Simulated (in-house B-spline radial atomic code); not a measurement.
# Tm⁹⁺: ionisation energy by several methods

Wanted: one ionisation energy, Tm⁹⁺ to configuration [Kr] 4d10 4f11 5s2, up the ladder of functionals.

Method: Dirac-Coulomb, several functionals; spherical all-electron atom at the radial basis limit. Code: in-house B-spline radial atomic code version 1.

### 1 The atom as given

```
element       : thulium (Z = 69)
charge        : +9
electrons     : 60
configuration : [Kr] 4d10 4f11 5s2 5p1
nucleus       : Fermi, rms radius 5.226 fm
```

The outer shells:

[Kr] 4d10 4f11 5s2 5p1
```
[Kr] core
4d [↑↓][↑↓][↑↓][↑↓][↑↓]
4f [↑↓][↑↓][↑↓][↑↓][↑ ][↑ ][↑ ]
5s [↑↓]
5p [↑ ][  ][  ]
```

The boxes only draw the filling; these runs are spin-restricted and spherical.

### 2 LDA (PW92)

Settings, as recorded:

```ini
Z = 69
electrons = 60.0
configuration = [Kr] 4d10 4f11 5s2 5p1
hamiltonian = dirac
method = lda,pw
spin_polarised = False
nucleus = fermi
rms_radius = 5.2256
mass_number = 169
atomic_mass = 168.934218956
speed_of_light = 137.035999084
```

### 3 PBE

Settings: those of step 2 with these lines changed.

```diff
@@ -4,3 +4,3 @@
 hamiltonian = dirac
-method = lda,pw
+method = pbe,pbe
 spin_polarised = False
```

### 4 relativistic LDA

Settings: those of step 3 with these lines changed.

```diff
@@ -4,3 +4,3 @@
 hamiltonian = dirac
-method = pbe,pbe
+method = lda_x_rel,vwn
 spin_polarised = False
```

### 5 PBEsol

Settings: those of step 4 with these lines changed.

```diff
@@ -4,3 +4,3 @@
 hamiltonian = dirac
-method = lda_x_rel,vwn
+method = pbesol
 spin_polarised = False
```

### 6 BLYP

Settings: those of step 5 with these lines changed.

```diff
@@ -4,3 +4,3 @@
 hamiltonian = dirac
-method = pbesol
+method = b88,lyp
 spin_polarised = False
```

### 7 exchange-only LDA

Settings: those of step 6 with these lines changed.

```diff
@@ -4,3 +4,3 @@
 hamiltonian = dirac
-method = b88,lyp
+method = lda,
 spin_polarised = False
```

**Question.** The tabulated ionisation energy is 180 ± 9 eV (tabulated theoretical; NIST Atomic Spectra Database). What does each method give, and which comes nearest?

The runs gave:

| method | rung | total energy (hartree) | ΔSCF (eV) | −ε highest (eV) | ΔSCF less tabulated (eV) |
| --- | --- | --- | --- | --- | --- |
| LDA (PW92) | LDA | -13547.9000 | 165.92 | 150.50 (4f7/2) | -14.08 |
| relativistic LDA | LDA | -13523.4904 | 165.73 | 150.65 (4f7/2) | -14.27 |
| exchange-only LDA | LDA | -13541.4050 | 164.14 | 148.35 (4f7/2) | -15.86 |
| PBE | GGA | -13556.4861 | 165.21 | 150.03 (4f7/2) | -14.79 |
| PBEsol | GGA | -13552.1807 | 165.30 | 150.11 (4f7/2) | -14.70 |
| BLYP | GGA | -13557.3911 | 165.37 | 149.83 (4f7/2) | -14.63 |

What this shows: Tables give 180 ± 9 eV (tabulated theoretical; NIST Atomic Spectra Database) for the ionisation energy. LDA (PW92) misses by -14.08 eV, the least, and exchange-only LDA by -15.86 eV (8.8 %), the most. All methods miss on the same side by much the same amount, which points to something that they share. PBE is off by -14.79 eV. Open shells are averaged (over orientations, and over spins where the run is restricted), while tables refer to the lowest levels. ΔSCF removes a 5p electron, which is never the highest level here, so the two columns refer to different electrons.

Members of this set that are not shown: 8 used exact exchange with fractional occupations of an open shell, which is unsound here.
